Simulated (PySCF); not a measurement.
**AuOH: one geometry, many levels of theory**

Aim: at the PBE0 minimum of triplet AuOH, found before, compare methods on energies and levels.

Computed with PySCF 2.14.0. Level: several methods, basis Au def2-TZVP with ECP60, O def2-TZVP, H def2-TZVP, scalar-relativistic core potentials, no spin–orbit coupling, density fitting.

## Step 1: The starting structure

3 atoms, charge 0, spin multiplicity 3.

Bond lengths: Au1–O2 1.905 Å, Au1–H3 1.584 Å. Angles: O2–Au1–H3 155.0°.

```xyz
3
charge 0 multiplicity 3
Au    0.0005    0.0247    0.1334
O    -0.0056   -0.2783   -1.7475
H    -0.0082   -0.4075    1.6575
```

## Step 2: PBE0

The steps are one call of a driver around PySCF; scf.py gives each level's set-up. Each SCF starts from the density of the minimum. The driver also runs the species with one electron less or more at the same geometry (one less: multiplicity 2, one more: multiplicity 2); their logs are not shown.

The input, scf.py:

```python
from pyscf import gto, scf, dft
mol = gto.M(atom='''
Au     0.000496     0.024687     0.133427
O     -0.005591    -0.278325    -1.747493
H     -0.008186    -0.407534     1.657451''',
    basis={'Au': 'def2-TZVP', 'O': 'def2-TZVP', 'H': 'def2-TZVP'},
    ecp={'Au': 'def2-TZVP'},
    charge=0, spin=2)
mf = dft.UKS(mol, xc='PBE0')
mf.grids.atom_grid = (99, 590)
aux = {'Au': 'def2-universal-JKFIT', 'O': 'def2-universal-JKFIT', 'H': 'def2-universal-JKFIT'}
mf = mf.density_fit(auxbasis=aux)
mf.kernel()
```

## Step 3: HF

scf.py, as its differences from that of step 2:

```diff
@@ -9,2 +9 @@
-mf = dft.UKS(mol, xc='PBE0')
-mf.grids.atom_grid = (99, 590)
+mf = scf.UHF(mol)
```

## Step 4: PBE

scf.py, as its differences from that of step 3:

```diff
@@ -9 +9,2 @@
-mf = scf.UHF(mol)
+mf = dft.UKS(mol, xc='PBE')
+mf.grids.atom_grid = (99, 590)
```

## Step 5: CCSD(T)

scf.py, as its differences from that of step 4:

```diff
@@ -9,2 +9 @@
-mf = dft.UKS(mol, xc='PBE')
-mf.grids.atom_grid = (99, 590)
+mf = scf.UHF(mol)
@@ -13,0 +13,3 @@
+from pyscf import cc
+mycc = cc.CCSD(mf, frozen=1).run()
+mycc.ccsd_t()
```

## Step 6: r2SCAN

scf.py, as its differences from that of step 5:

```diff
@@ -9 +9,2 @@
-mf = scf.UHF(mol)
+mf = dft.UKS(mol, xc='R2SCAN')
+mf.grids.atom_grid = (99, 590)
@@ -13,3 +13,0 @@
-from pyscf import cc
-mycc = cc.CCSD(mf, frozen=1).run()
-mycc.ccsd_t()
```

## Step 7: B3LYP

scf.py, as its differences from that of step 6:

```diff
@@ -9 +9 @@
-mf = dft.UKS(mol, xc='R2SCAN')
+mf = dft.UKS(mol, xc='B3LYP')
```

## Step 8: TPSSh

scf.py, as its differences from that of step 7:

```diff
@@ -9 +9 @@
-mf = dft.UKS(mol, xc='B3LYP')
+mf = dft.UKS(mol, xc='TPSSH')
```

(Steps that only read results are left out.)

**Question.** What will these runs give? Wanted: atomisation energy, CCSD(T) in this basis; vertical ionisation energy, range; vertical electron affinity, range; orbital gap, range; T1, D1.

The runs gave:

| quantity | value |
| --- | --- |
| atomisation energy, CCSD(T) in this basis | 408 kJ/mol |
| vertical ionisation energy, range | 8.91 (HF) to 11.02 (PBE) eV |
| vertical electron affinity, range | 1.91 (HF) to 2.89 (B3LYP) eV |
| orbital gap, range | 1.21 (PBE) to 10.02 (HF) eV |
| T1, D1 | 0.053, 0.306 |

What this shows: In atomisation energy the functionals lie from +12 kJ/mol (PBE0) to +89 kJ/mol (PBE) against CCSD(T). In a basis of this size CCSD(T) binds too weakly, often by tens of kJ/mol, while functionals are nearer their limits, so this ranks no functional. HF lacks the correlation that pairing electrons in bonds brings, so it binds too weakly, by 277 kJ/mol even against this CCSD(T). T1 is large, so single-reference CCSD(T) is itself in doubt here. Spin contamination is strong in at least one of the open-shell species at PBE0, HF, PBE, CCSD(T), r2SCAN, B3LYP, TPSSh. Without diffuse functions electron affinities tend to come out too low. Other spin states or occupations of the open shell can lie lower. Spin–orbit coupling, left out here, can matter for elements this heavy.
